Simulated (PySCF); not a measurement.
**A diatomic session: TaCl−**

One table from this session's results is given with a row withheld; the runs are named, their logs left out.

Computed with PySCF 2.14.0. Level: Ta def2-TZVPPD with ECP60, Cl def2-TZVPPD, scalar-relativistic core potentials.

Set-up of the first run:

A driver script around PySCF takes these settings:

* atoms: Ta, Cl
* charge: -1
* basis: Ta def2-TZVPPD with ECP60, Cl def2-TZVPPD
* Hamiltonian: scalar-relativistic core potentials
* basis functions: 110
* electrons treated: 31
* masses in u: 180.9480, 34.9689
* levels: PBE0, PBE, r²SCAN, B2PLYP, M06-2X, LDA, revPBE, PW91, ωB97X-V, HF, MP2, SCS-MP2, CCSD, CCSD(T)
* grid: 80 radial by 434 angular points
* occupations: held fixed by the projection of orbital angular momentum
* dissociation limit: Ta + Cl−, each in its ground configuration
* starting distance in angstrom: 2.430
* values of 2S to try: 1, 3, 5

On the command line:

```sh
> OMP_NUM_THREADS=2 python dia.py task.json out
```

Among the steps run: Set-up; PBE0 along the bond; Excited determinants; PBE (GGA); r²SCAN; B2PLYP (double hybrid); M06-2X; LDA (local density); revPBE; PW91 (GGA); ωB97X-V; ROHF (mean field); MP2 and coupled cluster.

One of the session's tables, all rows but one given; the rest of the session is left out.

Energy (eV) from each level's lowest point:

```
R (Å)   ROHF  ROHF-MP2  ROHF-SCS-MP2  ROHF-CCSD  ROHF-CCSD(T)
2.067  1.430     0.740         0.885        n/a           n/a
2.164  0.772     0.306         0.399      0.431         0.390
2.260  0.366     0.083         0.133      0.145         0.122
2.332  0.181     0.012         0.036      0.039         0.028
2.404  0.070     0.000         0.000      0.000         0.000
2.476      ?         ?             ?          ?             ?
2.572  0.000     0.110         0.067      0.073         0.093
2.692  0.044     0.249         0.183      0.200         0.233
2.837  0.145     0.436         0.349      0.382         0.429
3.029  0.304     0.678         0.569        n/a           n/a
```

Q: Estimate the row for R (Å) = 2.476 from the others.

Worked estimate for «ROHF». A straight line through the neighbours (2.404, 0.070) and (2.572, 0.000) gives 0.070 + (0.000 − 0.070) × (2.476 − 2.404) / (2.572 − 2.404) = 0.040; a parabola fitted to 4 rows on both sides gives 0.019.

The run gave: ROHF: 0.014; ROHF-MP2: 0.029; ROHF-SCS-MP2: 0.009; ROHF-CCSD: 0.009; ROHF-CCSD(T): 0.019. In «ROHF» the line misses by +0.026 and the parabola by +0.005.

Limits of these values: Lowest PBE0 solution found, without spin–orbit coupling: quartet, unpaired electrons π ↑, δ ↑↑. The state is the lowest single determinant that the PBE0 search found; with open d or f shells the true ground state can be another one. With spin–orbit coupling the term label itself may not hold.
